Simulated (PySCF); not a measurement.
# CH8GeOSi2: the cost of one run

The runs use PySCF 2.14.0, with density-fitted response routines of our own; the level of theory stands in each step. All values are computed, except where a source is named. Atoms are numbered from 0 throughout.

## 1. The molecule as given

13 atoms, charge 0, multiplicity 1; geometry from: GFN2-xTB. The atoms were then displaced at random by about 0.01 Å, so the start is not that level's minimum.

Bonds of the start (Å): C0–O1 1.41, O1–Ge2 1.80, Ge2–Si3 2.31, Si3–Si4 2.34, Si4–C0 1.96, C0–H5 1.07, C0–H6 1.09, Ge2–H7 1.54, Ge2–H8 1.53, Si3–H9 1.49, Si3–H10 1.46, Si4–H11 1.45, Si4–H12 1.48.

## 2. Relaxing the molecule at PBE0-D3(BJ)/def2-SVP

The job: settings as JSON, then the geometry in Å.

```
{"job": {"xc": "PBE0", "basis": "def2-SVP", "d3": "d3bj", "grid": 1, "shake": 0.01, "kind": "geom"}, "charge": 0, "multiplicity": 1}
C      0.416070    -1.539900     0.114400
O      1.376230    -0.602930     0.543570
Ge     1.415910     1.122280     0.043470
Si    -0.853620     1.455620    -0.234690
Si    -1.395750    -0.804250     0.053690
H      0.447560    -2.362370     0.791780
H      0.672360    -1.896130    -0.884560
H      2.344910     1.610370     1.170740
H      2.351380     1.168240    -1.160340
H     -1.409890     2.395150     0.773100
H     -1.168820     2.037430    -1.539080
H     -2.096690    -1.499410    -1.004910
H     -2.093830    -1.100990     1.322530
```

On the command line:

```
$ OMP_NUM_THREADS=1 python probes_run.py task.json out
```

The driver reads the jobs from task.json and runs them one after another.

Q: Estimate the wall time and peak memory of this first job on 1 thread of Arm Neoverse V1, shared host.

About 78 s, with a peak of 0.58 GiB.
